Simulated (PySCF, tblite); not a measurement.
**AlBH7O7Si−, a fragment of a glass network (chain of 3): NMR shifts, core binding energies and electronic excitations**

Aim: the NMR shifts, core binding energies and electronic excitations of `OB(O)O[SiH2][O][Al-]([OH])([OH])[OH]`. It is drawn as: B3 Si Al, H ends, O bridges.

Computed with tblite 0.8.0 and PySCF 2.14.0; each step states its level. No surroundings beyond the atoms listed, unless a continuum is named. Atoms count from 0, parts from 1.

## (1) Starting point

17 atoms, charge -1, multiplicity 1; geometry: distance geometry start.

## (2) Relaxing the cluster with GFN2-xTB

What the job is given:

```
{"job": {"kind": "relax", "xc": "GFN2-xTB", "basis": "xTB"}, "charge": -1, "multiplicity": 1}
O     -3.374113    -0.820436    -1.473712
Al    -1.893776    -0.346064    -0.400367
O     -2.141472    -0.988145     1.343690
O     -1.718809     1.515405    -0.368295
O     -0.356480    -1.072567    -1.149732
Si     1.221807    -0.290577    -1.213730
O      1.177157     1.193962    -0.253089
B      0.941770     1.247949     1.222143
O      0.301001     0.042703     1.816485
O      0.503207     2.581035     1.771441
H     -3.992475    -0.184731    -1.849513
H     -1.798310    -0.563925     2.134224
H     -1.383013     2.060577    -1.099484
H      1.466450     0.061136    -2.574498
H      2.246884    -1.123643    -0.753690
H      0.246305    -0.820782     1.397847
H      1.049623     3.169085     2.305418
```

Method: GFN2-xTB geometry optimisation, gas phase.

Command:

```bash
OMP_NUM_THREADS=1 python cluster_run.py task.json out
```

One launch serves the whole session: the jobs run in the order shown.

Output:

```text
step      E/eV     max force
  0    -997.36688    5.632
  1    -998.68379    3.136
  2    -999.37913    7.453
  3    -999.85122    1.058
  4    -999.99402    0.878
  5   -1000.13448    0.868
  6   -1000.20331    0.801
  7   -1000.28389    0.650
  8   -1000.32393    0.662
  9   -1000.37274    0.673
 10   -1000.40737    0.538
 11   -1000.43572    0.410
 12   -1000.45799    0.402
 13   -1000.47497    0.325
 14   -1000.48796    0.374
 15   -1000.50508    0.451
 16   -1000.53651    0.679
 17   -1000.57994    0.958
 18   -1000.63553    0.985
 19   -1000.68706    0.789
 20   -1000.73315    0.569
 21   -1000.76135    1.570
 22   -1000.83436    1.161
 23   -1000.87325    0.774
 24   -1000.88261    1.466
 25   -1000.92769    0.358
 26   -1000.94580    0.302
 27   -1000.96452    0.296
 28   -1000.97624    0.253
 29   -1000.98684    0.220
 30   -1000.99920    0.241
 31   -1001.00685    0.181
 32   -1001.01080    0.145
 33   -1001.01328    0.237
 34   -1001.01679    0.212
 35   -1001.02190    0.222
 36   -1001.02829    0.154
 37   -1001.03279    0.147
 38   -1001.03569    0.181
 39   -1001.03837    0.181
 40   -1001.04283    0.188
 41   -1001.04878    0.196
 42   -1001.05526    0.243
 43   -1001.06133    0.214
 44   -1001.06652    0.176
 45   -1001.06977    0.153
 46   -1001.07285    0.177
 47   -1001.07671    0.181
 48   -1001.08345    0.216
 49   -1001.09049    0.228
 50   -1001.09622    0.161
 51   -1001.09982    0.179
 52   -1001.10309    0.171
 53   -1001.10689    0.229
 54   -1001.11171    0.318
 55   -1001.11795    0.344
 56   -1001.12585    0.234
 57   -1001.13229    0.236
 58   -1001.13936    0.350
 59   -1001.14857    0.331
 60   -1001.14920    0.556
 61   -1001.15675    0.222
 62   -1001.16146    0.236
 63   -1001.17682    0.480
 64   -1001.18997    0.730
 65   -1001.20301    0.545
 66   -1001.21237    0.270
 67   -1001.22040    0.283
 68   -1001.22662    0.374
 69   -1001.23812    0.360
 70   -1001.24831    0.402
 71   -1001.25410    0.360
 72   -1001.25966    0.208
 73   -1001.26295    0.202
 74   -1001.26626    0.157
 75   -1001.27013    0.129
 76   -1001.27505    0.135
 77   -1001.27976    0.192
 78   -1001.28216    0.295
 79   -1001.28708    0.171
 80   -1001.29045    0.146
 81   -1001.29477    0.158
 82   -1001.29731    0.222
 83   -1001.30104    0.235
 84   -1001.30355    0.104
 85   -1001.30569    0.181
 86   -1001.30718    0.331
 87   -1001.30927    0.123
 88   -1001.31144    0.161
 89   -1001.31284    0.148
 90   -1001.31438    0.129
 91   -1001.31622    0.096
 92   -1001.31893    0.113
 93   -1001.32222    0.094
 94   -1001.32499    0.252
 95   -1001.32555    0.390
 96   -1001.32901    0.149
 97   -1001.33063    0.126
 98   -1001.33292    0.191
 99   -1001.33522    0.182
100   -1001.33737    0.234
101   -1001.33910    0.124
102   -1001.33990    0.287
103   -1001.34158    0.097
104   -1001.34302    0.090
105   -1001.34439    0.078
106   -1001.34532    0.095
107   -1001.34615    0.131
108   -1001.34686    0.120
109   -1001.34735    0.110
110   -1001.34779    0.107
111   -1001.34827    0.075
112   -1001.34882    0.098
113   -1001.34945    0.065
114   -1001.35016    0.143
115   -1001.35128    0.078
116   -1001.35266    0.126
117   -1001.35451    0.097
118   -1001.35517    0.147
119   -1001.35607    0.077
120   -1001.35659    0.073
121   -1001.35826    0.102
122   -1001.35941    0.078
123   -1001.36115    0.120
124   -1001.36198    0.098
125   -1001.36265    0.119
126   -1001.36314    0.076
127   -1001.36377    0.045
128   -1001.36408    0.037
129   -1001.36440    0.040
130   -1001.36457    0.033
131   -1001.36472    0.027
132   -1001.36487    0.031
133   -1001.36503    0.033
134   -1001.36518    0.030
135   -1001.36532    0.024
136   -1001.36545    0.019
137   -1001.36555    0.025
138   -1001.36566    0.025
139   -1001.36577    0.022
140   -1001.36587    0.027
141   -1001.36597    0.024
142   -1001.36605    0.018
143   -1001.36612    0.021
144   -1001.36616    0.016
145   -1001.36619    0.012
146   -1001.36622    0.011
147   -1001.36625    0.014
148   -1001.36629    0.011
149   -1001.36631    0.010
150   -1001.36633    0.011
151   -1001.36634    0.011
152   -1001.36635    0.012
153   -1001.36636    0.010
154   -1001.36637    0.008
```

It took 4.8 s on 1 thread of Arm Neoverse V2, shared host.

Relaxation path:

| step | energy from step 0 (eV) | largest force (eV/Å) |
| --- | --- | --- |
| 0 | 0.0000 | 5.6314 |
| 6 | -2.8364 | 0.8008 |
| 12 | -3.0911 | 0.4017 |
| 18 | -3.2686 | 0.9849 |
| 24 | -3.5157 | 1.4667 |
| 30 | -3.6323 | 0.2410 |
| 36 | -3.6614 | 0.1541 |
| 42 | -3.6884 | 0.2422 |
| 48 | -3.7166 | 0.2163 |
| 54 | -3.7448 | 0.3182 |
| 60 | -3.7823 | 0.5564 |
| 66 | -3.8455 | 0.2706 |
| 72 | -3.8928 | 0.2080 |
| 78 | -3.9153 | 0.2943 |
| 84 | -3.9367 | 0.1037 |
| 90 | -3.9475 | 0.1296 |
| 96 | -3.9621 | 0.1495 |
| 102 | -3.9730 | 0.2867 |
| 108 | -3.9800 | 0.1197 |
| 114 | -3.9833 | 0.1432 |
| 120 | -3.9897 | 0.0728 |
| 126 | -3.9963 | 0.0759 |
| 132 | -3.9980 | 0.0308 |
| 138 | -3.9988 | 0.0257 |
| 144 | -3.9993 | 0.0168 |
| 150 | -3.9994 | 0.0114 |
| 154 | -3.9995 | 0.0078 |

Distances of close pairs at the start and the end, largest changes first:

| bond | before (Å) | after (Å) | change (Å) |
| --- | --- | --- | --- |
| O4–Si5 | 1.763 | 1.566 | -0.197 |
| O0–Al1 | 1.889 | 1.709 | -0.180 |
| O6–B7 | 1.495 | 1.331 | -0.164 |
| Al1–O3 | 1.870 | 1.713 | -0.156 |
| Al1–O2 | 1.875 | 1.720 | -0.155 |
| B7–O8 | 1.489 | 1.357 | -0.131 |
| Si5–O6 | 1.769 | 1.641 | -0.128 |
| B7–O9 | 1.507 | 1.389 | -0.118 |

## (3) Geometry optimisation at PBE0-D3(BJ)/def2-SVP

What the job is given:

```
{"job": {"xc": "PBE0", "basis": "def2-SVP", "d3": "d3bj", "grid": 2, "kind": "geom", "shake": 0.01}, "charge": -1, "multiplicity": 1}
O     -2.764878    -1.628930    -1.322285
Al    -1.740317    -0.594493    -0.440013
O     -1.599869    -1.054902     1.203144
O     -2.093539     1.075091    -0.572903
O     -0.069011    -0.790944    -1.126172
Si     1.482343    -0.597728    -1.209313
O      2.154244     0.364811    -0.057663
B      1.727352     1.047940     0.999436
O      0.481818     0.978337     1.597706
O      2.601437     1.912555     1.624179
H     -2.987439    -1.489823    -2.236143
H     -1.597874    -1.913587     1.606773
H     -1.707798     1.799374    -0.151589
H      1.872274     0.070655    -2.449435
H      2.203137    -1.885538    -1.010928
H     -0.151555     0.362371     1.205080
H      2.180159     2.344610     2.360215
```

Output:

```text
step   0  E = -1086.67895068  max force = 0.031562
step   1  E = -1086.69129797  max force = 0.015180
step   2  E = -1086.69151033  max force = 0.031629
step   3  E = -1086.69565527  max force = 0.013833
step   4  E = -1086.69883413  max force = 0.010662
step   5  E = -1086.69319761  max force = 0.023149
step   6  E = -1086.69987631  max force = 0.008822
step   7  E = -1086.70081102  max force = 0.006522
step   8  E = -1086.70081817  max force = 0.006589
step   9  E = -1086.70229665  max force = 0.003197
step  10  E = -1086.70269934  max force = 0.002224
step  11  E = -1086.70302734  max force = 0.002148
step  12  E = -1086.70318661  max force = 0.001970
step  13  E = -1086.70331872  max force = 0.001513
step  14  E = -1086.70342484  max force = 0.001182
step  15  E = -1086.70356315  max force = 0.001646
step  16  E = -1086.70376122  max force = 0.002799
step  17  E = -1086.70402641  max force = 0.003327
step  18  E = -1086.70448778  max force = 0.004731
step  19  E = -1086.70493957  max force = 0.006258
step  20  E = -1086.70424606  max force = 0.007178
step  21  E = -1086.70514059  max force = 0.003393
step  22  E = -1086.70546210  max force = 0.002230
step  23  E = -1086.70560353  max force = 0.002774
step  24  E = -1086.70576009  max force = 0.001575
step  25  E = -1086.70602224  max force = 0.001828
step  26  E = -1086.70614416  max force = 0.001721
step  27  E = -1086.70637584  max force = 0.001812
step  28  E = -1086.70657652  max force = 0.002646
step  29  E = -1086.70686814  max force = 0.003858
step  30  E = -1086.70701837  max force = 0.002665
step  31  E = -1086.70719056  max force = 0.001974
step  32  E = -1086.70722960  max force = 0.001080
step  33  E = -1086.70726403  max force = 0.001034
step  34  E = -1086.70729518  max force = 0.001129
step  35  E = -1086.70733792  max force = 0.000805
step  36  E = -1086.70737340  max force = 0.000921
step  37  E = -1086.70738964  max force = 0.000908
step  38  E = -1086.70740634  max force = 0.000579
step  39  E = -1086.70741372  max force = 0.000342
optimisation converged
```

Wall time 16 min (1 thread of Arm Neoverse V2, shared host); peak memory 1.1 GiB.

Along the way: (not every step is listed) (the energy doesn't fall at every step)

| step | energy from step 0 (eV) | largest force component (eV/Å) |
| --- | --- | --- |
| 0 | 0.0000 | 1.6230 |
| 1 | -0.3360 | 0.7806 |
| 2 | -0.3418 | 1.6264 |
| 3 | -0.4546 | 0.7113 |
| 4 | -0.5411 | 0.5483 |
| 5 | -0.3877 | 1.1904 |
| 6 | -0.5694 | 0.4536 |
| 7 | -0.5949 | 0.3354 |
| 8 | -0.5950 | 0.3388 |
| 10 | -0.6462 | 0.1144 |
| 12 | -0.6595 | 0.1013 |
| 14 | -0.6660 | 0.0608 |
| 16 | -0.6751 | 0.1439 |
| 18 | -0.6949 | 0.2433 |
| 20 | -0.6883 | 0.3691 |
| 22 | -0.7214 | 0.1147 |
| 24 | -0.7295 | 0.0810 |
| 26 | -0.7400 | 0.0885 |
| 28 | -0.7517 | 0.1361 |
| 30 | -0.7638 | 0.1370 |
| 32 | -0.7695 | 0.0555 |
| 34 | -0.7713 | 0.0581 |
| 35 | -0.7725 | 0.0414 |
| 36 | -0.7734 | 0.0474 |
| 37 | -0.7739 | 0.0467 |
| 38 | -0.7743 | 0.0298 |
| 39 | -0.7745 | 0.0176 |

Close pairs (by a distance rule), those that changed most:

| bond | before (Å) | after (Å) | change (Å) |
| --- | --- | --- | --- |
| Al1–O2 | 1.712 | 1.795 | +0.083 |
| O0–Al1 | 1.702 | 1.754 | +0.052 |
| O4–Si5 | 1.566 | 1.617 | +0.051 |
| O8–H15 | 0.967 | 1.009 | +0.042 |
| Al1–O3 | 1.712 | 1.752 | +0.040 |
| O6–B7 | 1.329 | 1.368 | +0.039 |
| Si5–H13 | 1.462 | 1.499 | +0.038 |
| O3–H12 | 0.922 | 0.960 | +0.037 |

The final coordinates are the input of the step that follows.

| at the end point | value |
| --- | --- |
| point group (found at 0.08 Å tolerance) | C1 |
| rotational constants (GHz, main isotopes) | 1.616, 0.570, 0.499 |

## (4) NMR shieldings: PBE0/aug-pcSseg-1

What the job is given:

```
{"job": {"kind": "nmr", "xc": "PBE0", "basis": "aug-pcSseg-1"}, "charge": -1, "multiplicity": 1}
O     -2.500080    -1.970919    -1.082665
Al    -1.716528    -0.472374    -0.616434
O     -1.009829    -0.814999     0.997919
O     -2.799441     0.904663    -0.651266
O     -0.289014    -0.051633    -1.606316
Si     1.265609    -0.322325    -1.253614
O      1.916417     0.721078    -0.129605
B      1.789529     1.062676     1.189427
O      0.828466     0.641630     2.036591
O      2.757314     1.921788     1.683613
H     -3.178655    -1.863888    -1.751285
H     -0.991484    -1.751636     1.208156
H     -2.372263     1.682329    -1.017238
H      2.111765    -0.109002    -2.472789
H      1.529683    -1.720053    -0.762780
H      0.108996     0.054747     1.642835
H      2.540021     2.087726     2.605533
```

Level: GIAO PBE0/aug-pcSseg-1 NMR shielding, non-relativistic, gas phase.

Output:

```text
coarse grid: 16280 points
cycle   1  E = -1086.5881096704  dE =  1.234e+00  |g| = 1.776e+00  |ddm| = 8.735e+00
cycle   2  E = -1085.6458327843  dE =  9.423e-01  |g| = 2.833e+00  |ddm| = 6.714e+00
cycle   3  E = -1087.1484287840  dE = -1.503e+00  |g| = 2.144e-01  |ddm| = 4.775e+00
cycle   4  E = -1087.1543054589  dE = -5.877e-03  |g| = 1.334e-01  |ddm| = 5.200e-01
cycle   5  E = -1087.1572543769  dE = -2.949e-03  |g| = 2.154e-02  |ddm| = 2.132e-01
cycle   6  E = -1087.1573204212  dE = -6.604e-05  |g| = 9.989e-03  |ddm| = 4.638e-02
cycle   7  E = -1087.1573373951  dE = -1.697e-05  |g| = 1.864e-03  |ddm| = 1.779e-02
cycle   8  E = -1087.1573380076  dE = -6.125e-07  |g| = 4.472e-04  |ddm| = 3.691e-03
final grid: 151088 points
cycle   9  E = -1087.2787113830  dE = -4.770e-05  |g| = 1.226e-02  |ddm| = 2.586e-01
cycle  10  E = -1087.2786810806  dE =  3.030e-05  |g| = 1.810e-02  |ddm| = 4.024e-02
cycle  11  E = -1087.2787358083  dE = -5.473e-05  |g| = 9.830e-04  |ddm| = 2.433e-02
cycle  12  E = -1087.2787359534  dE = -1.451e-07  |g| = 4.167e-04  |ddm| = 2.001e-03
cycle  13  E = -1087.2787359821  dE = -2.874e-08  |g| = 9.470e-05  |ddm| = 7.729e-04
cycle  14  E = -1087.2787359836  dE = -1.453e-09  |g| = 3.837e-05  |ddm| = 1.847e-04
cycle  15  E = -1087.2787359838  dE = -2.465e-10  |g| = 7.998e-06  |ddm| = 6.544e-05
converged SCF energy = -1087.2787359838

GIAO shielding tensors (ppm)
atom      isotropic    diamagn.    paramagn.     s11        s22        s33       span
  0 O      313.501     394.205     -80.704    290.768    301.363    348.372     57.604
  1 Al     490.843     802.986    -312.144    467.618    491.470    513.439     45.821
  2 O      285.964     457.758    -171.794    259.360    286.313    312.219     52.858
  3 O      308.946     393.399     -84.453    285.946    302.207    338.686     52.740
  4 O      230.116     419.743    -189.626    174.936    232.545    282.869    107.933
  5 Si     401.735     877.816    -476.081    368.539    389.604    447.062     78.522
  6 O      212.188     410.246    -198.059    143.927    211.889    280.747    136.820
  7 B       82.844     166.281     -83.438     72.951     86.430     89.149     16.198
  8 O      212.122     452.627    -240.505    139.609    247.749    249.009    109.400
  9 O      242.690     417.546    -174.856    183.662    247.141    297.267    113.605
 10 H       32.419      29.932       2.487     24.314     26.903     46.041     21.727
 11 H       31.038      42.130     -11.092     23.482     26.972     42.659     19.177
 12 H       32.166      35.897      -3.731     24.143     28.168     44.186     20.043
 13 H       26.495      24.971       1.524     22.489     24.597     32.398      9.909
 14 H       25.881      31.383      -5.501     23.150     24.306     30.188      7.038
 15 H       18.867      12.188       6.679      3.256      8.729     44.615     41.359
 16 H       29.396      38.892      -9.496     22.374     26.913     38.901     16.526
```

Run time: 87 s. Hardware: 1 thread of Arm Neoverse V2, shared host; peak memory 1.7 GiB.

No reference compound was run at this level, so shieldings alone are listed.

| atoms | environment | σ (ppm) |
| --- | --- | --- |
| H15 | hydrogen on an oxygen bonded to B | 18.87 |
| H14 | hydrogen on a silicon bonded to 2 O | 25.88 |
| H13 | hydrogen on a silicon bonded to 2 O | 26.49 |
| H16 | hydrogen on an oxygen bonded to B | 29.40 |
| H11 | hydrogen on an oxygen bonded to Al | 31.04 |
| H12 | hydrogen on an oxygen bonded to Al | 32.17 |
| H10 | hydrogen on an oxygen bonded to Al | 32.42 |
| O8 | oxygen bonded to B, H | 212.1 |
| O6 | oxygen bonded to B, Si | 212.2 |
| O4 | oxygen bonded to Al, Si | 230.1 |
| O9 | oxygen bonded to B, H | 242.7 |
| O2 | oxygen bonded to Al, H | 286.0 |
| O3 | oxygen bonded to Al, H | 308.9 |
| O0 | oxygen bonded to Al, H | 313.5 |
| Al1 | aluminium bonded to 4 O | 490.8 |
| Si5 | silicon bonded to 2 O, 2 H | 401.7 |
| B7 | boron bonded to 3 O | 82.8 |

The run also stored atomic charges by several schemes (e):

| atoms | IAO | Hirshfeld | ESP fit |
| --- | --- | --- | --- |
| O0 | -0.88 | -0.44 | -0.92 |
| Al1 | 1.28 | 0.49 | 1.36 |
| O2 | -0.82 | -0.34 | -0.87 |
| O3 | -0.88 | -0.44 | -0.94 |
| O4 | -0.92 | -0.41 | -0.76 |
| Si5 | 1.19 | 0.39 | 0.74 |
| O6 | -0.68 | -0.30 | -0.49 |
| B7 | 0.60 | 0.27 | 0.85 |
| O8 | -0.63 | -0.32 | -0.86 |
| O9 | -0.61 | -0.31 | -0.77 |

Mulliken charges and Mayer bond orders break down with diffuse functions, so they are left out here.

With diffuse functions Mulliken charges and Mayer bond orders lose their meaning; the other schemes are steadier.

(Part 1 of 2 ends here.)
